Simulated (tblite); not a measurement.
# Ga24H18N24: the cost of one run

Programs: tblite 0.8.0 and PySCF 2.14.0, with routines of our own; each step states its level. All values are computed. Atoms count from 0.

### Step 1. The system as given

66 atoms, charge 0, multiplicity 1; geometry from: force field, distance geometry or constructed start.

### Step 2. Geometry optimisation with GFN2-xTB

The job: settings as JSON, then the geometry in Å.

```
{"job": {"kind": "relax", "xc": "GFN2-xTB", "basis": "xTB"}, "charge": 0, "multiplicity": 1}
N     -4.020500    -0.475900    -0.001600
Ga    -5.630800     0.453500    -0.006900
N     -7.224500    -0.476400     0.001000
Ga    -7.230400    -2.319700    -0.006200
N     -5.628600    -3.250300     0.003400
Ga    -4.028700    -2.324600    -0.002600
N      0.781100     2.302600    -0.003300
Ga    -0.817700     3.228600     0.001500
N     -2.420600     2.298800    -0.000400
Ga    -2.426100     0.450100     0.001600
N     -0.823200    -0.475300    -0.002100
Ga     0.778500     0.448900    -0.000000
N      2.379700    -0.473400     0.005000
Ga    -0.818900    -2.324700    -0.002700
N      0.778800    -3.244000     0.000200
Ga     2.381200    -2.323500     0.006300
N     -8.831500    -3.247200     0.000900
Ga    -8.833000    -5.102500    -0.001000
N     -7.230300    -6.022300     0.002500
Ga    -5.624800    -5.098200     0.002700
N      5.585100    -0.470300     0.001500
Ga     3.984400     0.452400    -0.000200
N      3.988700    -3.244500     0.006600
Ga     5.583200    -2.328400    -0.001500
N     -2.422800    -3.246500     0.000900
N     -0.827200     5.075000     0.002500
Ga    -2.422600     6.003200    -0.000700
N     -4.026000     5.076500     0.001200
Ga    -4.024800     3.226300    -0.002000
Ga    -2.422200    -5.098700     0.003400
N     -0.817500    -6.023500    -0.001100
Ga     0.779100    -5.097800     0.000200
N      2.382100    -6.024000    -0.001900
Ga     3.987400    -5.100400     0.003700
N      5.588600     5.077700    -0.003300
Ga     3.985800     6.003100    -0.002900
N      2.382300     5.076000    -0.004100
Ga     2.384000     3.228400    -0.002600
N      3.986400     2.297000    -0.000100
Ga     5.582600     3.229300     0.001200
N     -5.627700     2.298600     0.003800
N      8.797600     5.070300     0.003700
Ga     7.194500     6.001900    -0.003600
N      7.192200     2.300400    -0.001800
Ga     8.788000     3.227600     0.002400
N     -4.027300    -6.022500    -0.003400
Ga     7.192000     0.451000    -0.000600
Ga     0.780700     6.003500     0.002300
H     -8.128800     0.046300     0.000200
H     -9.730700    -2.728400     0.002000
H    -10.175100    -5.881400     0.003100
H     -7.223100    -7.062800    -0.000300
H      6.929400    -3.099500     0.000100
H     -2.426700     7.549300    -0.003000
H     -4.925400     5.595000     0.001500
H     -0.821600    -7.061100     0.000600
H      2.389700    -7.069800    -0.001900
H      5.330300    -5.866500    -0.000700
H      3.985400     7.550200     0.004000
H     -6.529200     2.822900    -0.001000
H      9.688600     5.596800     0.001500
H      7.193500     7.550600    -0.001900
H     10.135800     2.451600     0.000800
H     -4.025600    -7.060600     0.001100
H      8.537600    -0.320800     0.002000
H      0.776100     7.552700     0.001300
```

Run with:

```console
$ OMP_NUM_THREADS=8 python large_run.py task.json out
```

This one command runs all jobs of the session in turn.

Q: Estimate the wall time and peak memory of this first job on 8 threads of Arm Neoverse V2, shared host.

About 4.7 s, with a peak of 0.15 GiB.
